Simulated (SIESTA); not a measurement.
Here is a SIESTA 5.4.2 calculation.

Contents of Ti3O4.fdf:

```
SystemName                      Ti3O4
SystemLabel                     Ti3O4
NumberOfSpecies                 2
NumberOfAtoms                   7
%block ChemicalSpeciesLabel
  1  22 Ti
  2   8 O
%endblock ChemicalSpeciesLabel

LatticeConstant                 1.0 Ang
%block LatticeVectors
     2.9202380355    -4.0715797757     0.0000000000
     2.9202380355     4.0715797757     0.0000000000
     0.0000000000     0.0000000000     3.0141737100
%endblock LatticeVectors
AtomicCoordinatesFormat         Fractional
%block AtomicCoordinatesAndAtomicSpecies
     0.0000000000     0.5000000000     0.0000000000  1  Ti
     0.5000000000     0.0000000000     0.0000000000  1  Ti
     0.0000000000     0.0000000000     0.5000000000  1  Ti
     0.7428659900     0.2571340100     0.5000000000  2  O
     0.2349992200     0.2349992200     0.0000000000  2  O
     0.2571340100     0.7428659900     0.5000000000  2  O
     0.7650007800     0.7650007800     0.0000000000  2  O
%endblock AtomicCoordinatesAndAtomicSpecies

%block kgrid.MonkhorstPack
    6   0   0  0.0
    0   6   0  0.0
    0   0   9  0.0
%endblock kgrid.MonkhorstPack
XC.Functional                   GGA
XC.Authors                      PBEsol
PAO.BasisSize                   DZP
PAO.EnergyShift                 0.003 Ry
Mesh.Cutoff                     800 Ry
OccupationFunction              FD
ElectronicTemperature           0.05 eV
MaxSCFIterations                120
SCF.MustConverge                false
SCF.Mixer.Method                Pulay
SCF.Mixer.Weight                0.25
SCF.Mixer.History               8
SCF.DM.Tolerance                5.0e-05
SCF.H.Tolerance                 1.0e-03 eV
WriteForces                     true
Charge.Mulliken                 end
%block PAO.Basis
  Ti 5
  n=3 0 2
    3.151 0.000
  n=4 0 2
    8.703 0.000
  n=3 1 2
    3.568 0.000
  n=4 1 1
    8.703
  n=3 2 2
    6.267 0.000
%endblock PAO.Basis
```

Potentials or basis: PseudoDojo 0.4 standard (PBEsol files), DZP (energy shift 0.003 Ry; two zetas on semicore shells).

The run is started by

```sh
$ siesta Ti3O4.fdf > Ti3O4.out 2>&1
```

(1) Estimate the largest force.

(2) Estimate the band gap on the k mesh.

(3) What does it give for the pressure?

Answers

(1) 0.102 eV/Å.

(2) none (metal or under the smearing width).

(3) -2.5 GPa.

Caveat: the basis of atomic orbitals isn't converged, which shifts pressures, moduli and gaps; semilocal functionals often make such compounds metallic where correlation or magnetic order opens a gap, which also shifts bond lengths.
